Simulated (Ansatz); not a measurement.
# H4O2Sn: the cost of one run

Method: RKS PBE-D4/def2-SVP, in Ansatz 0.2.0.

### 1 The starting structure

Bond lengths: Sn1–H2 1.940 Å, Sn1–H3 1.940 Å, Sn1–O4 1.959 Å, O4–H5 1.010 Å, Sn1–O6 1.959 Å, O6–H7 1.010 Å. Angles: H2–Sn1–H3 30.2°, H2–Sn1–O4 123.9°, H2–Sn1–O6 123.9°, H3–Sn1–O4 123.9°, H3–Sn1–O6 123.9°, O4–Sn1–O6 109.5°, Sn1–O4–H5 109.5°, Sn1–O6–H7 109.5°.

As a file:

```xyz
7

Sn    0.0000    0.0000    0.0000
H     1.2376    0.0000    1.4939
H     1.8209    0.0000    0.6694
O    -0.9232    1.5994   -0.6527
H    -1.8810    1.3686   -0.8751
O    -0.9232   -1.5994   -0.6527
H    -1.3778   -2.0650    0.1197
```

### 2 Pulling towards end A

Springs on the bonds that form and break draw the guess towards this end; the thresholds are loose.

input.yaml reads:

```yaml
crystal:
  periodic: [false, false, false]
  atoms:
    - { symbol: Sn, position_ang: [0.0, 0.0, 0.0] }
    - { symbol: H, position_ang: [1.2376, 0.0, 1.4939] }
    - { symbol: H, position_ang: [1.8209, 0.0, 0.6694] }
    - { symbol: O, position_ang: [-0.9232, 1.5994, -0.6527] }
    - { symbol: H, position_ang: [-1.881, 1.3686, -0.8751] }
    - { symbol: O, position_ang: [-0.9232, -1.5994, -0.6527] }
    - { symbol: H, position_ang: [-1.3778, -2.065, 0.1197] }
basis:
  gaussian: { orbitals: def2-SVP }
hamiltonian:
  xc: pbe
  dispersion: d4
relax:
  f_tol: 0.15
  max_steps: 25
  restrain:
    - { distance: [1, 2], at: 1.86, k: 30.0 }
    - { distance: [0, 1], at: 1.74, k: 30.0 }
    - { distance: [0, 2], at: 1.74, k: 30.0 }
```

Started as:

```console
$ ansatz run input.yaml --threads 1 --pin off --max-ram 2048MiB --backend cpu --events-out ev --progress --plain --runs-dir out
```

Q: Estimate wall time and peak memory on 1 thread of Arm Neoverse V2, shared host.

About 15 s, with a peak of 0.15 GiB.
